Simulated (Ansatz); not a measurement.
**CH7AlSSi: one species, many methods**

Aim: compute CH7AlSSi with functionals from several rungs and with coupled cluster. The yardstick is the atomisation energy at the CCSD(T) limit.

Method: functionals in def2-TZVPP, the program's frozen cores in correlated methods; program: Ansatz 0.2.0, Gaussian basis.

Plan: PBE-D4, r2SCAN-D4, PBE0-D4, B3LYP-D4, ωB97X-V, ωB97M-V, B2PLYP; CCSD(T)/def2-TZVPP; MP2/def2-QZVPP; extrapolation to the limit.

### 1 Structure used throughout

All runs share one geometry, relaxed beforehand with PBE0-D4 in a triple-zeta def2 set.

11 atoms, charge 0, spin multiplicity 1.

Atoms are counted from 1 here; the program's logs count them from 0.

Bond lengths: C1–S2 1.815 Å, C1–H5 1.090 Å, C1–H6 1.089 Å, C1–H7 1.089 Å, S2–Si3 2.271 Å, S2–Al4 2.444 Å, Si3–Al4 2.406 Å, Si3–H8 1.489 Å, Si3–H9 1.491 Å, Al4–H10 1.583 Å, Al4–H11 1.586 Å. Angles: S2–C1–H5 111.0°, S2–C1–H6 107.6°, S2–C1–H7 108.8°, H5–C1–H6 109.2°, H5–C1–H7 110.1°, H6–C1–H7 110.1°, C1–S2–Si3 99.6°, C1–S2–Al4 100.0°, Si3–S2–Al4 61.2°, S2–Si3–Al4 62.9°, S2–Si3–H8 103.7°, S2–Si3–H9 102.6°, Al4–Si3–H8 124.8°, Al4–Si3–H9 127.5°, H8–Si3–H9 107.5°, S2–Al4–Si3 55.8°, S2–Al4–H10 110.0°, S2–Al4–H11 106.3° and more.

### 2 PBE-D4 (GGA)

in.yaml

```yaml
crystal:
  periodic: [false, false, false]
  atoms:
    - {symbol: C, position_ang: [-1.086405, 1.271049, 0.021042]}
    - {symbol: S, position_ang: [0.641150, 0.921974, 0.456247]}
    - {symbol: Si, position_ang: [0.450520, -1.267320, 1.029754]}
    - {symbol: Al, position_ang: [1.162424, -0.782264, -1.216673]}
    - {symbol: H, position_ang: [-1.524847, 0.440993, -0.532539]}
    - {symbol: H, position_ang: [-1.095011, 2.162903, -0.604131]}
    - {symbol: H, position_ang: [-1.650121, 1.449227, 0.935565]}
    - {symbol: H, position_ang: [1.362350, -1.406365, 2.199176]}
    - {symbol: H, position_ang: [-0.947702, -1.348857, 1.540318]}
    - {symbol: H, position_ang: [2.722447, -0.817303, -1.484628]}
    - {symbol: H, position_ang: [0.030594, -0.680940, -2.323531]}
basis:
  gaussian: {orbitals: def2-TZVPP}
hamiltonian: {xc: pbe, dispersion: d4}
output: {forces: true, orbitals: {seedname: orbitals}}
```

On the command line:

```
ansatz run in.yaml --threads 4 --pin off --events-out ev --progress --plain --max-ram 10444MiB
```

The runs that follow: r2SCAN-D4 (meta-GGA); PBE0-D4 (hybrid); B3LYP-D4 (hybrid); ωB97X-V (range-separated); ωB97M-V (range-separated); B2PLYP (double hybrid); CCSD(T) in def2-TZVPP; MP2 in def2-QZVPP.

Before running them: what should the planned runs give, taken together? Wanted: atomisation energy, CCSD(T)/CBS; farthest; mean size of error, hybrid; mean size of error, range-separated; gap, smallest and largest; T1 diagnostic; triples share of the correlation energy.

The runs gave:

| quantity | value |
| --- | --- |
| atomisation energy, CCSD(T)/CBS | 806.4 kcal/mol |
| functionals within 4.0 kcal/mol (0.5 %) | PBE-D4, r2SCAN-D4, PBE0-D4, B3LYP-D4, ωB97M-V |
| farthest | B2PLYP (-15.6 kcal/mol) |
| mean size of error, hybrid | 3.8 kcal/mol |
| mean size of error, range-separated | 3.2 kcal/mol |
| gap, smallest and largest | 4.24 eV (PBE-D4), 10.21 eV (ωB97X-V) |
| T1 diagnostic | 0.0121 |
| triples share of the correlation energy | 4.1 % |

PBE-D4 is off by +1.3 kcal/mol. Double hybrids carry the basis error of their MP2 part in triple zeta, and no dispersion term here, so their miss is partly the set-up's. Misses under about 4.0 kcal/mol are within the doubt on the reference itself, which lacks core-valence correlation, relativity and higher excitations. Hartree-Fock recovers 74 % of the binding; the rest is correlation. The gap grows from 4.2 to 10.2 eV across the functionals, mostly with the share of exact exchange.
